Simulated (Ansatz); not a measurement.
**C2H7GaO3: up Jacob's ladder to CCSD(T)**

The task here is to estimate one member of a computed series from the others.

Program: Ansatz 0.2.0, Gaussian basis. Level of theory: functionals in def2-TZVPP, the program's frozen cores in correlated methods. These are calculated values, not measurements.

Levels to be run: LDA (SPW92), PBE-D4, revPBE-D4, BLYP-D4, r2SCAN-D4, B97M-V, PBE0-D4, B3LYP-D4, r2SCANh-D4, r2SCAN0-D4, HSE06-D4, BHLYP-D4, CAM-B3LYP-D4, LC-ωPBE, ωB97X-V, ωB97M-V, B2PLYP, PBE-QIDH; CCSD(T)/def2-SVP; MP2/def2-TZVPP; MP2/def2-QZVPP; RPA on PBE.

### Structure used throughout

All runs share one geometry, relaxed beforehand with PBE0-D4 in a triple-zeta def2 set.

SMILES `C[O][Ga]([OH])[O]C`, 13 atoms, charge 0, spin multiplicity 1.

Atoms are counted from 1 here; the program's logs count them from 0.

Bond lengths: C1–O2 1.406 Å, C1–H7 1.094 Å, C1–H8 1.097 Å, C1–H9 1.097 Å, O2–Ga3 1.778 Å, Ga3–O4 1.769 Å, Ga3–O5 1.769 Å, O4–H10 0.960 Å, O5–C6 1.406 Å, C6–H11 1.094 Å, C6–H12 1.097 Å, C6–H13 1.097 Å. Angles: O2–C1–H7 108.3°, O2–C1–H8 112.8°, O2–C1–H9 112.1°, H7–C1–H8 107.7°, H7–C1–H9 107.7°, H8–C1–H9 108.0°, C1–O2–Ga3 125.9°, O2–Ga3–O4 117.0°, O2–Ga3–O5 126.1°, O4–Ga3–O5 116.8°, Ga3–O4–H10 112.0°, Ga3–O5–C6 125.0°, O5–C6–H11 108.1°, O5–C6–H12 112.2°, O5–C6–H13 112.9°, H11–C6–H12 107.7°, H11–C6–H13 107.7°, H12–C6–H13 108.1°.

Set-up of the first run:

Contents of in.yaml:

```yaml
crystal:
  periodic: [false, false, false]
  atoms:
    - {symbol: C, position_ang: [0.348098, -1.358372, 1.312106]}
    - {symbol: O, position_ang: [1.329715, -0.709955, 0.542713]}
    - {symbol: Ga, position_ang: [1.037183, 0.563806, -0.662661]}
    - {symbol: O, position_ang: [2.453769, 1.240420, -1.477803]}
    - {symbol: O, position_ang: [-0.539185, 1.220400, -1.124398]}
    - {symbol: C, position_ang: [-1.774242, 0.793331, -0.606159]}
    - {symbol: H, position_ang: [0.821875, -2.190160, 1.841439]}
    - {symbol: H, position_ang: [-0.465317, -1.770568, 0.703154]}
    - {symbol: H, position_ang: [-0.093855, -0.692456, 2.063188]}
    - {symbol: H, position_ang: [3.270479, 0.838826, -1.172063]}
    - {symbol: H, position_ang: [-2.547882, 1.477984, -0.965039]}
    - {symbol: H, position_ang: [-2.038004, -0.216056, -0.944505]}
    - {symbol: H, position_ang: [-1.802623, 0.802820, 0.490016]}
basis:
  gaussian: {orbitals: def2-TZVPP}
hamiltonian: {xc: lda}
output: {orbitals: {seedname: orbitals}}
```

Launch:

```bash
> ansatz run in.yaml --threads 4 --pin off --events-out ev --progress --plain --max-ram 11315MiB
```

Among the steps run: LDA; PBE-D4 (GGA); revPBE-D4 (GGA); BLYP-D4 (GGA); r2SCAN-D4 (meta-GGA); B97M-V (meta-GGA); B3LYP-D4 (hybrid); r2SCANh-D4 (hybrid); r2SCAN0-D4 (hybrid); HSE06-D4 (hybrid); BHLYP-D4 (hybrid); CAM-B3LYP-D4 (range-separated); LC-ωPBE (range-separated); ωB97X-V (range-separated); ωB97M-V (range-separated); B2PLYP (double hybrid); PBE-QIDH (double hybrid).

One table of the session follows, with a row left open; its other results are not shown here.

It belongs to the step «Frontier levels by functional». 

| functional | HOMO (eV) | gap (eV) |
| --- | --- | --- |
| LDA (SPW92) | -6.50 | 4.46 |
| PBE-D4 | -6.34 | 4.59 |
| revPBE-D4 | -6.27 | 4.68 |
| BLYP-D4 | -6.26 | 4.53 |
| r2SCAN-D4 | -6.67 | 5.26 |
| B97M-V | -6.78 | 5.14 |
| PBE0-D4 | -7.93 | 7.16 |
| B3LYP-D4 | -7.69 | 6.56 |
| r2SCANh-D4 | ? | ? |
| r2SCAN0-D4 | -8.17 | 7.60 |
| HSE06-D4 | -7.52 | 6.38 |
| BHLYP-D4 | -9.49 | 9.55 |
| CAM-B3LYP-D4 | -9.41 | 9.56 |
| LC-ωPBE | -10.75 | 12.31 |
| ωB97X-V | -10.42 | 11.72 |
| ωB97M-V | -10.35 | 11.38 |

Q: Estimate the row for r2SCANh-D4 from the others.

Worked estimate for «HOMO (eV)». Against the share of exact exchange, r2SCAN-D4 (0, -6.67), r2SCAN0-D4 (0.25, -8.17) give a slope of -6.00 per unit share; at 0.1 the line stands at -7.27.

**Answer.** HOMO (eV): -7.27; gap (eV): 6.20. In «HOMO (eV)» the line misses by 0.00.
